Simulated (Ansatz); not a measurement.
## SrO, space group Fm-3m: a breakdown of dispersion, smearing and cutoff terms

Computed with the Ansatz DFT code, driven from Python.

`terms_sro.py`:
```python
# -*- coding: utf-8 -*-
'''Taking single terms out of the free energy of SrO.'''

import ansatz as az

FILLING = 'fermi_dirac'
MAX_SCF = 80

lattice = az.Lattice.of(
    (0.0, 2.5663, 2.5663),
    (2.5663, 0.0, 2.5663),
    (2.5663, 2.5663, 0.0),
)
sites = [
    ('Sr', (0.5, 0.5, 0.5)),
    ('O', (0.0, 0.0, 0.0)),
]
crystal = az.Crystal(lattice=lattice)
for symbol, position in sites:
    crystal = crystal.atom(symbol, position)

base = (
    crystal.calculation()
    .kpoints(7)
    .occupations(FILLING, width=200 * az.meV)
    .eigensolver('davidson', mixed_precision=False)
    .scf(max_iterations=MAX_SCF, lower_state_search='light')
)
with_term = base.functional('pbe', dispersion='d3bjatm').basis(420).cutoff_correction(670).run(threads=1).report
without = base.functional('pbe').basis(420).run(threads=1).report
finer = base.functional('pbe').basis(670).run(threads=1).report
removed = az.free_energy_without(with_term, az.EnergyTerm.DISPERSION)
print(f'dispersion term            {with_term["components"]["e_disp"]:.5f} eV')
print(f'F less dispersion          {removed:.5f} eV, run without it {without["free_energy_ev"]:.5f} eV')
print(f'F less smearing term       {az.free_energy_without(without, az.EnergyTerm.SMEARING):.5f} eV')
print(f'estimated gain to 670 eV   {with_term["cutoff_correction"]["energy_ev"]:.5f} eV, found {finer["free_energy_ev"] - without["free_energy_ev"]:.5f} eV')
```

Running `python terms_sro.py` prints:
```text
dispersion term            -0.46433 eV
F less dispersion          -4114.61630 eV, run without it -4114.61630 eV
F less smearing term       -4114.61617 eV
estimated gain to 670 eV   -0.00611 eV, found -0.00617 eV
```

Reading the output:
- These settings explore the input space; cutoff and mesh may be short of convergence.
- Of the deposited cell: the entry's cell lengths or inner coordinates differ somewhat from later room-temperature determinations.
- The structure is a deposited one; some such entries were measured under pressure or heat, so a shift against it needn't be the functional's error alone.
- It ran for 2.7 s on 1 thread of Arm Neoverse V1, on a shared host, peak memory 0.33 GiB.
